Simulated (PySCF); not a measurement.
**GeH: relaxation and vibrations of the doublet**

Aim: relax GeH as a doublet from a linear start, check by its vibrations whether the end is a minimum, and collect its spectrum and constants.

Method: PBE0, basis Ge def2-TZVP, H def2-TZVP, no relativity, density fitting; program: PySCF 2.14.0.

### 1 The starting structure

2 atoms, charge 0, spin multiplicity 2.

Bond lengths: Ge1–H2 1.607 Å.

```xyz
2
charge 0 multiplicity 2
Ge    0.0000    0.0000    0.0000
H     0.0000    0.0000    1.6070
```

### 2 The SCF at the typed geometry

One driver script runs all steps and calls PySCF; scf.py shows how it sets up the SCF of each step. The optimiser is the driver's own. After this first run the driver tries any further starts and a stability analysis.

Contents of scf.py:

```python
from pyscf import gto, scf, dft
mol = gto.M(atom='''
Ge     0.000000     0.000000     0.000000
H      0.000000     0.000000     1.607000''',
    basis={'Ge': 'def2-TZVP', 'H': 'def2-TZVP'},
    charge=0, spin=1)
mf = dft.UKS(mol, xc='PBE0')
mf.grids.atom_grid = (50, 194)
aux = {'Ge': 'def2-universal-JKFIT', 'H': 'def2-universal-JKFIT'}
mf = mf.density_fit(auxbasis=aux)
mf.conv_tol = 1e-08
mf.diis_space = 10
mf.max_cycle = 60
mf.init_guess = 'minao'
mf.verbose = 4
mf.kernel()
```

Launch:

```console
$ OMP_NUM_THREADS=2 python axn.py task.json out
```

The program printed:

```text
init E= -2076.51509230691
[... the frontier-level lines of each cycle are left out ...]
cycle= 1 E= -2077.23647130586  delta_E= -0.721  |g|= 0.399  |ddm|= 0.916
cycle= 2 E= -2077.23388921452  delta_E= 0.00258  |g|= 0.448  |ddm|= 0.406
cycle= 3 E= -2077.26169892508  delta_E= -0.0278  |g|= 0.0072  |ddm|= 0.194
cycle= 4 E= -2077.26175217462  delta_E= -5.32e-05  |g|= 0.00313  |ddm|= 0.0167
cycle= 5 E= -2077.26176071761  delta_E= -8.54e-06  |g|= 0.000941  |ddm|= 0.00695
cycle= 6 E= -2077.26176151078  delta_E= -7.93e-07  |g|= 0.000191  |ddm|= 0.00169
cycle= 7 E= -2077.26176153834  delta_E= -2.76e-08  |g|= 3.06e-05  |ddm|= 0.000317
cycle= 8 E= -2077.26176153916  delta_E= -8.22e-10  |g|= 6.56e-06  |ddm|= 5.77e-05
Extra cycle  E= -2077.26176153922  delta_E= -5.73e-11  |g|= 5.78e-06  |ddm|= 1.53e-05
converged SCF energy = -2077.26176153922  <S^2> = 0.75431906  2S+1 = 2.0043144
```

This step, with its further starts and checks, ran for 1.1 s (2 threads of Arm Neoverse V2, shared host).

No lower solution of this spin turned up in the test of internal stability.

### 3 Linear start, doublet: relaxation

The program finds C∞v symmetry in the start, which this walk keeps. The walk stops when the largest gradient is under 0.0003 Eh/bohr and the energy has settled too.

scf.py, as its differences from that of step 2:

```diff
@@ -3,2 +3,2 @@
-Ge     0.000000     0.000000     0.000000
-H      0.000000     0.000000     1.607000''',
+Ge     0.000000     0.000000    -0.021615
+H      0.000000     0.000000     1.585385''',
@@ -14 +13,0 @@
-mf.init_guess = 'minao'
```

Energy and gradient, step by step:

```tsv
step	energy (Eh)	change (kJ/mol)	largest symmetric gradient (Eh/bohr)
0	-2077.261762	0.00	0.00142
1	-2077.261768	-0.02	0.00049
2	-2077.261769	-0.02	0.00001
```

The walk took 1.3 s.

Positions (Å) and forces (eV/Å) along the way:

```
step 0
Ge   0.000   0.000  -0.022   0.000   0.000   0.073
H    0.000   0.000   1.585   0.000   0.000  -0.073
step 1
Ge   0.000   0.000  -0.020   0.000   0.000   0.025
H    0.000   0.000   1.584   0.000   0.000  -0.025
step 2
Ge   0.000   0.000  -0.019   0.000   0.000   0.000
H    0.000   0.000   1.583   0.000   0.000   0.000
```

It settles in C∞v symmetry, 0.0 kJ/mol below the start, after 2 steps: Ge–H 1.601 Å.

### 4 Hessian and properties

On the finer grid the gradient is checked again; gradients at displacements of ±0.02 bohr then give force constants and infrared intensities.

scf.py, as its differences from that of step 3:

```diff
@@ -3,2 +3,2 @@
-Ge     0.000000     0.000000    -0.021615
-H      0.000000     0.000000     1.585385''',
+Ge    -0.000000     0.000000    -0.021540
+H      0.000000    -0.000000     1.579872''',
@@ -8 +8 @@
-mf.grids.atom_grid = (50, 194)
+mf.grids.atom_grid = (75, 302)
@@ -11 +11 @@
-mf.conv_tol = 1e-08
+mf.conv_tol = 1e-10
```

This SCF starts from the last density.

SCF at the final geometry:

```text
init E= -2077.26171760568
[... the frontier-level lines of each cycle are left out ...]
cycle= 1 E= -2077.26171760569  delta_E= -1.82e-12  |g|= 1.75e-07  |ddm|= 4.53e-07
Extra cycle  E= -2077.26171760569  delta_E= -4.55e-13  |g|= 1.96e-07  |ddm|= 3.57e-07
converged SCF energy = -2077.26171760569  <S^2> = 0.75431597  2S+1 = 2.0043113
```

The whole step took 5.9 s.

Geometry: C∞v; Ge–H 1.601 Å.

Harmonic modes (main isotopes):

```json
{"ω (cm⁻¹)": "1905", "IR (km/mol)": "346", "type": "stretch"}
```

All wavenumbers are real: a minimum.

The SCF density has lower symmetry than the nuclear frame, so the modes carry no labels; pairs that should be degenerate can split.

Properties at this point:

```yaml
Dipole_moment: 0.12 D
Highest_occupied_level: -5.30 eV
Lowest_empty_level: -3.16 eV
Rotational_constants: 6.611 cm⁻¹
Zero-point_energy: 11.4 kJ/mol
Principal_polarisabilities: 27.2, 31.0, 39.7 bohr³
Atomisation_energy_without_zero-point_energy: 277 kJ/mol
Principal_traceless_quadrupole_moments_about_the_centre_of_mass: -2.77, -2.25, 5.03 D Å
Entropy_at_298.15_K_and_1_bar_electronic_part_spin_only: 205.4 J/(mol K)
Heat_capacity_Cp_at_298.15_K: 29.2 J/(mol K)
Enthalpy_at_298.15_K_above_0_K: 8.68 kJ/mol
Rotational_symmetry_number: 1
Spin_squared_⟨S²⟩: 0.754
```

Charges (e) and bond orders:

```csv
atom,Mulliken,Löwdin,polar tensor,spin (Mulliken),Mayer order to Ge1
Ge1,0.02,0.11,0.21,1.04,–
H2,-0.02,-0.11,-0.21,-0.04,0.96
```

Outer orbital energies (eV). α occupied: -33.96, -33.91, -33.81, -33.62, -33.59, -13.98, -7.75, -5.30; empty: -3.16, 1.34, 4.54, 5.05. β occupied: -120.80, -33.92, -33.81, -33.80, -33.52, -33.49, -13.18, -7.46; empty: -2.79, -1.87, 1.59, 4.90.

Mulliken populations on Ge1: s 7.94, p 13.99, d 10.05, f 0.00.

### 5 Summary of results

```
                                          quantity            value
                                           minimum     doublet, C∞v
                                          geometry     Ge–H 1.601 Å
                                wavenumbers (cm⁻¹)             1905
                                     dipole moment           0.12 D
highest occupied, lowest empty level (either spin)  -5.30, -3.16 eV
                        polar-tensor charge of Ge1          +0.21 e
                                 zero-point energy      11.4 kJ/mol
                               entropy at 298.15 K  205.4 J/(mol K)
         atomisation energy (no zero-point energy)       277 kJ/mol
                                              ⟨S²⟩            0.754
```

**Reading.** The molecule stays C∞v, as typed, and the end point is a minimum. The strongest infrared band lies at 1905 cm⁻¹ (stretch). Most of the spin sits on Ge1 (Mulliken spin 1.04, against 1 for the whole molecule). Other starts or spin states, not run here, may lie lower. The SCF density has lower symmetry than the nuclear frame.

The search up to here took 8.4 s.
